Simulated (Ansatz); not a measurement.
# BiP (WC type): a single-point run

The task is a single-point run on BiP (WC type). The structure is shown as the input types it.

Method: DFT r2SCAN, scalar-relativistic, plane waves, PAW, in Ansatz 0.2.0.

1 further run of the same task is left out (it didn't finish). Runs told in other sessions of the task aren't counted.

**1. The structure to begin with**

It takes space group P-6m2 (No. 187, hexagonal). The conventional cell has a = 3.919 Å, b = 3.919 Å, c = 3.749 Å, α = 90.00°, β = 90.00°, γ = 120.00°. Bi (site symmetry -6m2) is surrounded by 6 P at 2.94 Å. P (site symmetry -6m2) has 6 Bi at 2.94 Å in its first shell of neighbours.

Structure file:

```
CELL_PARAMETERS angstrom
3.91886 0.00000 0.00000
-1.95943 3.39383 0.00000
0.00000 0.00000 3.74881
ATOMIC_POSITIONS crystal
Bi 0.00000 0.00000 0.00000
P 0.66667 0.33333 0.50000
```

**2. Input and run**

Input file input.yaml:

```yaml
crystal:
  lattice:
    - [3.918858917018, 0.0, 0.0]
    - [-1.959429458509, 3.393831375985, 0.0]
    - [0.0, 0.0, 3.7488147774]
  atoms:
    - { symbol: Bi, position: [-3.700743415525e-17, 0.0, 0.0] }
    - { symbol: P, position: [0.6666666666667, 0.3333333333333, 0.5] }
basis:
  ecutwfc: "30 meV"
  ecutrho_ratio: 4
kpoints:
  mp_grid: { grid: [10, 10, 10] }
hamiltonian:
  xc: r2scan
scf:
  occupations: { method: gaussian, width: 0.05 }
  max_iter: 100
output:
  forces: true
  stress: true
```

Launch:

```console
$ ansatz run input.yaml --threads 2 --pin off --max-ram 2662MiB --backend cpu --events-out ev --progress --plain --runs-dir out
```

Q: Will this input give a usable result? If not, why, and what should change?

The run ended at the input check. Its message: «inconsistent input (basis.ecutwfc, kpoints): the smallest per-k basis holds n_pw = 0 plane waves (k-point 1, counted from 0 among those solved) but the deck needs at least 11 band(s) per channel ...»

Look at the input: basis.ecutwfc is 30 meV. The trouble is the unit typed with the number. At this value the smallest basis holds 0 plane waves, fewer than the 11 bands to be solved.

Remedy: set basis.ecutwfc to 500.
